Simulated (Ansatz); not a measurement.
# C₅H₁₂ClFO₂Ti: small, medium and large basis sets

How large a basis does C₅H₁₂ClFO₂Ti need? Two functionals are run in growing sets.

Method: one geometry, several basis sets; program: Ansatz 0.2.0, Gaussian basis.

Plan: PBE0-D4/def2-SVP; ωB97M-V/def2-SVP; PBE0-D4/def2-QZVPP; ωB97M-V/def2-QZVPP; the functionals' def2-TZVPP values are taken from earlier runs.

## (1) The relaxed structure

The geometry comes from an earlier relaxation with PBE0-D4 in a triple-zeta def2 set; it is a stationary point, not always the lowest conformer.

22 atoms, charge 0, spin multiplicity 1.

Atoms are counted from 1 here; the program's logs count them from 0.

Bond lengths: C1–O2 1.390 Å, C1–H11 1.094 Å, C1–H12 1.094 Å, C1–H13 1.093 Å, O2–Ti3 1.748 Å, Ti3–F4 1.769 Å, Ti3–Cl5 2.224 Å, Ti3–O6 1.745 Å, O6–C7 1.419 Å, C7–C8 1.521 Å, C7–C9 1.520 Å, C7–C10 1.520 Å, C8–H14 1.092 Å, C8–H15 1.092 Å, C8–H16 1.092 Å, C9–H17 1.092 Å, C9–H18 1.092 Å, C9–H19 1.091 Å and more. Angles: O2–C1–H11 109.8°, O2–C1–H12 110.5°, O2–C1–H13 109.8°, H11–C1–H12 108.9°, H11–C1–H13 108.9°, H12–C1–H13 109.0°, C1–O2–Ti3 165.8°, O2–Ti3–F4 110.1°, O2–Ti3–Cl5 107.8°, O2–Ti3–O6 109.9°, F4–Ti3–Cl5 111.7°, F4–Ti3–O6 109.6°, Cl5–Ti3–O6 107.7°, Ti3–O6–C7 156.9°, O6–C7–C8 108.3°, O6–C7–C9 107.3°, O6–C7–C10 107.4°, C8–C7–C9 111.2° and more.

As a file:

```xyz
22

C    -2.43965   -0.99964    2.19464
O    -2.41548   -0.20772    1.05205
Ti   -1.97271    0.84764   -0.26906
F    -3.11096    0.65412   -1.60878
Cl   -1.95803    2.93367    0.50177
O    -0.35761    0.47316   -0.81434
C     1.01096    0.11728   -0.69513
C     1.17794   -0.72286    0.56154
C     1.38223   -0.67462   -1.93799
C     1.80866    1.40803   -0.60327
H    -2.58197   -0.37076    3.07835
H    -1.49967   -1.55019    2.29921
H    -3.26492   -1.71425    2.13173
H     2.22005   -1.02538    0.68322
H     0.88103   -0.15181    1.44425
H     0.56301   -1.62348    0.50122
H     0.77606   -1.57976   -2.00903
H     2.43506   -0.96294   -1.90475
H     1.21400   -0.07452   -2.83375
H     1.49454    1.98975    0.26546
H     2.87490    1.19003   -0.51152
H     1.65298    2.01425   -1.49722
```

## (2) PBE0-D4 in def2-SVP

in.yaml

```yaml
crystal:
  periodic: [false, false, false]
  atoms:
    - {symbol: C, position_ang: [-2.439649, -0.999641, 2.194644]}
    - {symbol: O, position_ang: [-2.415484, -0.207724, 1.052051]}
    - {symbol: Ti, position_ang: [-1.972715, 0.847640, -0.269058]}
    - {symbol: F, position_ang: [-3.110963, 0.654116, -1.608777]}
    - {symbol: Cl, position_ang: [-1.958027, 2.933667, 0.501768]}
    - {symbol: O, position_ang: [-0.357606, 0.473159, -0.814342]}
    - {symbol: C, position_ang: [1.010955, 0.117281, -0.695130]}
    - {symbol: C, position_ang: [1.177940, -0.722860, 0.561545]}
    - {symbol: C, position_ang: [1.382229, -0.674616, -1.937994]}
    - {symbol: C, position_ang: [1.808664, 1.408033, -0.603274]}
    - {symbol: H, position_ang: [-2.581974, -0.370764, 3.078353]}
    - {symbol: H, position_ang: [-1.499674, -1.550186, 2.299214]}
    - {symbol: H, position_ang: [-3.264922, -1.714254, 2.131727]}
    - {symbol: H, position_ang: [2.220051, -1.025378, 0.683224]}
    - {symbol: H, position_ang: [0.881029, -0.151808, 1.444246]}
    - {symbol: H, position_ang: [0.563014, -1.623481, 0.501218]}
    - {symbol: H, position_ang: [0.776055, -1.579763, -2.009030]}
    - {symbol: H, position_ang: [2.435059, -0.962940, -1.904751]}
    - {symbol: H, position_ang: [1.214002, -0.074520, -2.833750]}
    - {symbol: H, position_ang: [1.494537, 1.989754, 0.265461]}
    - {symbol: H, position_ang: [2.874896, 1.190035, -0.511520]}
    - {symbol: H, position_ang: [1.652982, 2.014253, -1.497224]}
basis:
  gaussian: {orbitals: def2-SVP}
hamiltonian: {xc: pbe0, dispersion: d4}
output: {orbitals: {seedname: orbitals}}
```

The runs that follow: ωB97M-V in def2-SVP; PBE0-D4 in def2-QZVPP; ωB97M-V in def2-QZVPP.

Q: Predict the results of all the runs planned. Wanted: PBE0-D4: double and triple zeta above quadruple; ωB97M-V: double and triple zeta above quadruple.

The runs gave:

| quantity | value |
| --- | --- |
| PBE0-D4: double and triple zeta above quadruple | 22.86, 1.47 eV |
| ωB97M-V: double and triple zeta above quadruple | 23.28, 1.40 eV |

PBE0-D4 gains 21.39 eV from double to triple zeta, then 1.47 eV more. These are total energies; as a rule much of such shifts cancels in differences, which this series doesn't test.
